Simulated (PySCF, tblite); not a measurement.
# C7H19NSi: geometry, infrared bands and NMR shifts

Aim: predict the infrared bands and NMR shifts of C7H19NSi (`CC[C@@H](C)N([SiH3])C(C)C`).

Computed with tblite 0.8.0 and PySCF 2.14.0, with density-fitted response routines of our own, on a single molecule in the gas phase. Atoms are numbered from 0 throughout.

### Step 1. The starting structure

28 atoms, charge 0, multiplicity 1; geometry from: force field or distance geometry start.

Bonds of the start (Å): C0–C1 1.51, C1–C2 1.55, C2–C3 1.53, C2–N4 1.50, N4–Si5 1.73, N4–C6 1.48, C6–C7 1.53, C6–C8 1.54, C0–H9 1.08, C0–H10 1.10, C0–H11 1.10, C1–H12 1.09, C1–H13 1.11, C2–H14 1.09, C3–H15 1.09, C3–H16 1.10, C3–H17 1.11, Si5–H18 1.48, Si5–H19 1.49, Si5–H20 1.48, C6–H21 1.10, C7–H22 1.09, C7–H23 1.10, C7–H24 1.10, C8–H25 1.08, C8–H26 1.10, C8–H27 1.10.

### Step 2. Relaxing the molecule with GFN2-xTB

The job: settings as JSON, then the geometry in Å.

```
{"job": {"kind": "relax", "xc": "GFN2-xTB", "basis": "xTB"}, "charge": 0, "multiplicity": 1}
C      0.986300    -0.612900    -2.407500
C      1.747700    -0.227100    -1.161500
C      0.910600    -0.264400     0.146100
C      1.812100     0.008300     1.347400
N     -0.274400     0.649600     0.111600
Si    -0.173300     2.378100     0.022800
C     -1.547000     0.001700     0.507600
C     -2.001200    -1.063900    -0.487000
C     -1.525400    -0.564800     1.939800
H      1.647700    -0.636900    -3.264400
H      0.523500    -1.603600    -2.306000
H      0.182500     0.108700    -2.625100
H      2.211400     0.752300    -1.285700
H      2.586200    -0.943300    -1.044500
H      0.563200    -1.291100     0.245500
H      2.327700     0.964300     1.295100
H      1.252100    -0.012000     2.298100
H      2.580200    -0.782900     1.425700
H      0.994600     2.760200    -0.802300
H     -0.000100     2.879900     1.416300
H     -1.429300     2.895700    -0.563800
H     -2.348600     0.755900     0.500700
H     -1.353000    -1.941900    -0.485300
H     -2.051700    -0.667100    -1.507500
H     -3.016500    -1.407100    -0.237900
H     -0.861900    -1.415500     2.049300
H     -2.529700    -0.901600     2.223300
H     -1.234500     0.208900     2.663300
```

Run with:

```sh
OMP_NUM_THREADS=1 python probes_run.py task.json out
```

The driver reads the jobs from task.json and runs them one after another.

**Question.** This job is followed by: GFN2-xTB harmonic vibrations, gas phase; PBE0-D3(BJ)/def2-SVP geometry optimisation, gas phase; GIAO PBE0/pcSseg-1 NMR shielding, non-relativistic, gas phase; GIAO B3LYP/pcSseg-1 NMR shielding, non-relativistic, gas phase. Predict these results of the whole session: strongest single infrared mode (GFN2-xTB); zero-point energy (GFN2-xTB); point group; rotational constants (main isotopes); 13C shifts against TMS (PBE0/pcSseg-1); 1H shifts against TMS (PBE0/pcSseg-1, means over atoms taken as alike); 15N shifts against NH3 (PBE0/pcSseg-1); 29Si shifts against TMS (PBE0/pcSseg-1); range of the shift of N4.

**Answer**, as computed:

| quantity | value |
| --- | --- |
| strongest single infrared mode (GFN2-xTB) | 838 cm⁻¹, 414 km/mol |
| zero-point energy (GFN2-xTB) | 153.8 kcal/mol |
| point group | C1 |
| rotational constants (main isotopes) | 1.34, 1.09, 0.95 GHz |
| 13C shifts against TMS (PBE0/pcSseg-1) | 52.3, 48.5, 30.6, 26.9, 23.2, 22.9, 13.9 ppm |
| 1H shifts against TMS (PBE0/pcSseg-1, means over atoms taken as alike) | 4.56, 2.99, 2.39, 1.44, 1.10, 1.09, 1.08, 0.99, 0.93 ppm |
| 15N shifts against NH3 (PBE0/pcSseg-1) | 44.0 ppm |
| 29Si shifts against TMS (PBE0/pcSseg-1) | -63.3 ppm |
| range of the shift of N4 | 44.0 to 49.5 ppm |

What this shows: The optimisation took 83 steps and gained 0.188 eV; among the close pairs (by a distance rule), C2–N4 changed most, from 1.497 to 1.453 Å (GFN2-xTB). All 78 modes are real, so the xTB geometry is a minimum. The strongest single mode, at 838 cm⁻¹, has its largest shares on H18, H19 and H20 (the list is cut at 3 atoms). Unscaled tight-binding wavenumbers are off by several per cent, some by more. Its intensities can rank the bands wrongly. Relaxing lowered the energy by 0.246 eV in 5 steps; the close pair that moved most is C3–H17, from 1.055 to 1.101 Å (PBE0/def2-SVP). No frequency check was run at this level, so the end point may be a saddle. At PBE0/pcSseg-1: The widest tensor belongs to Si5: span 123 ppm, with a paramagnetic part of -467 ppm. Across the 2 runs the shift of N4 moves most, between 44.0 (PBE0/pcSseg-1) and 49.5 ppm (B3LYP/pcSseg-1).
